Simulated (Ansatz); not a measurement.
# AlH6OPSi: rigid torsion scan in Python

The task is a rigid torsion scan, for AlH6OPSi. SMILES: [OH][AlH][SiH2]P.

Program: Ansatz 0.2.0, driven from Python. Level of theory: r2SCAN0/def2-SVP. These are calculated values, not measurements.

### 1 The structure

Bond lengths: O1–Al2 1.795 Å, Al2–Si3 2.335 Å, Si3–P4 2.185 Å, O1–H5 0.975 Å, Al2–H6 1.615 Å, Si3–H7 1.462 Å, Si3–H8 1.540 Å, P4–H9 1.502 Å, P4–H10 1.488 Å. Angles: O1–Al2–Si3 117.6°, O1–Al2–H6 121.8°, Si3–Al2–H6 120.6°, Al2–O1–H5 107.4°, Al2–Si3–P4 111.7°, Al2–Si3–H7 111.7°, Al2–Si3–H8 109.8°, P4–Si3–H7 109.8°, P4–Si3–H8 107.0°, H7–Si3–H8 106.6°, Si3–P4–H9 92.5°, Si3–P4–H10 94.8°, H9–P4–H10 89.8°.

The script holds or builds the structure itself.

### 2 The code

The input, alh6opsi_torsion.py:

```python
'''Rigid torsion scan of AlH6OPSi.'''

import ansatz as az
from ase import Atoms

atoms = Atoms(['O', 'Al', 'Si', 'P', 'H', 'H', 'H', 'H', 'H', 'H'], positions=[
    (-2.1642, 0.7953, -0.8711),
    (-0.5213, 1.3399, -0.3955),
    (1.1948, -0.2434, -0.4296),
    (0.7904, -1.9025, 0.9333),
    (-2.6275, 0.5224, -0.0579),
    (-0.23, 2.8589, 0.0688),
    (1.43, -0.7575, -1.7779),
    (2.5131, 0.4068, 0.0295),
    (-0.6269, -2.0359, 0.4536),
    (0.3248, -1.0352, 2.0498),
])

# relax first, so that the scan starts from a minimum
first = az.Crystal.molecule_from_ase(atoms).calculation()
first = first.basis(gaussian='def2-SVP')
first = first.functional('r2scan0')
first = first.scf(lower_state_search='standard')
first = first.relax(force_tolerance=0.02, max_steps=80)
atoms.positions = first.run(threads=1, pin='off').report['positions_ang']

start = atoms.get_dihedral(1, 2, 3, 8)
energies = {}
for turn in range(0, 360, 40):
    turned = atoms.copy()
    turned.set_dihedral(1, 2, 3, 8, start + turn, indices=[3, 8, 9])
    calculation = (
        az.Crystal.molecule_from_ase(turned).calculation()
        .basis(gaussian='def2-SVP')  # atom-centred Gaussian functions
        .functional('r2scan0')
        .scf(lower_state_search='standard')
    )
    energies[round((start + turn) % 360)] = calculation.run(threads=1, pin='off').report['free_energy_ev']
floor = min(energies.values())
print('dihedral Al1-Si2-P3-H8 (deg)   E - E(min) (kJ/mol)')
for angle, e in sorted(energies.items()):
    print(f'{angle:8d} {96.485332 * (e - floor):14.3f}  ' + '#' * int(30 * (e - floor) / max(max(energies.values()) - floor, 1e-9)))
```

### 3 The run

On the command line:

```bash
python alh6opsi_torsion.py
```

Q: Predict the main results. Wanted: range of energy; lowest point, turn.

As calculated:

| quantity | value |
| --- | --- |
| runs compared | 9 |
| range of energy | 0.113 eV |
| lowest point, turn (°) | 0 |

What this shows: The lowest point lies at a turn of 0°, the highest 0.113 eV (10.9 kJ/mol) above it at 200°. The grid can miss the true lowest and highest points, and the rest of the molecule is held rigid. Run 0: The relaxation took 11 moves; the largest shift is 0.826 Å, of atom 5 (H). So large a move can change the bonding: the results belong to the relaxed structure. The scan is rigid and the energies are electronic, in a modest basis. With rigid groups the curve can differ much from the relaxed path, the start wasn't checked as a minimum of this torsion, and equivalent turns needn't return to the same energy.
